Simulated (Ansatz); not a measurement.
# SrOs (CsCl type): other levels of theory at one geometry

An exercise on one series of results from a longer session: the logs are not shown, and one member is left open.

Program: Ansatz 0.2.0. Level of theory: DFT at several levels, plane waves, PAW. These are calculated values, not measurements.

1 further run of the same task is left out (it didn't finish). Runs told in other sessions of the task aren't counted.

## Starting point

It takes space group Pm-3m (No. 221, cubic). Conventional cell: a = 3.600 Å, b = 3.600 Å, c = 3.600 Å, α = 90.00°, β = 90.00°, γ = 90.00°. Around Sr (site symmetry m-3m) lie 8 Os at 3.12 Å. Around Os (site symmetry m-3m) lie 8 Sr at 3.12 Å.

Structure file:

```
Sr Os
1.0
     3.60037    0.00000    0.00000
     0.00000    3.60037    0.00000
     0.00000    0.00000    3.60037
Sr Os
1 1
Cartesian
  0.0000 0.0000 0.0000
  1.8002 1.8002 1.8002
```

An earlier run at PBE left this cell at 23.335 Å³/atom and 0.00 GPa (10×10×10 mesh), metallic.

Levels to run: PBE+SOC; r²SCAN; PBEsol; LDA. Hardware: 2 threads of Arm Neoverse V1, shared host.

Set-up of the first run:

The input, input.yaml:

```yaml
crystal:
  lattice:
    - [3.6003672161, 0.0, 0.0]
    - [0.0, 3.6003672161, 0.0]
    - [0.0, 0.0, 3.6003672161]
  atoms:
    - { symbol: Sr, position: [0.0, 0.0, 0.0] }
    - { symbol: Os, position: [0.5, 0.5, 0.5] }
basis:
  ecutwfc: 420
  ecutrho_ratio: 4
kpoints:
  mp_grid: { grid: [10, 10, 10] }
hamiltonian:
  xc: pbe
scf:
  occupations: { method: gaussian, width: 0.05 }
output:
  forces: true
  stress: true
  eigenvalues: true
  populations: true
  dos: { projected: true, de: 0.02 }
  write_density: true
  write_potential: true
  elf: true
  volumetric_format: npy
magnetization:
  noncollinear: true
  spin_orbit: true
```

Command:

```bash
> ansatz run input.yaml --threads 2 --pin off --max-ram 2662MiB --backend cpu --events-out ev --progress --plain --runs-dir out
```

Steps of the session up to this table: PBE+SOC; r²SCAN; PBEsol; LDA.

One table of the session follows, with a row left open; its other results are not shown here.

| level | pressure (GPa) |
| --- | --- |
| PBE | 0.0 |
| LDA | -6.6 |
| PBEsol | -4.1 |
| PBE+SOC | 1.1 |
| r²SCAN | ? |

Q: Estimate the row for r²SCAN from the others.

The run gave: pressure (GPa): -0.9. In the column «pressure (GPa)» it lies between PBEsol (-4.1) and PBE (0.0).

The pressure runs from -6.6 GPa (LDA) to 1.1 GPa (PBE+SOC); a negative pressure means that level wants a smaller cell, a positive one a larger cell. Total energies of different levels have different zeros and can't be compared.
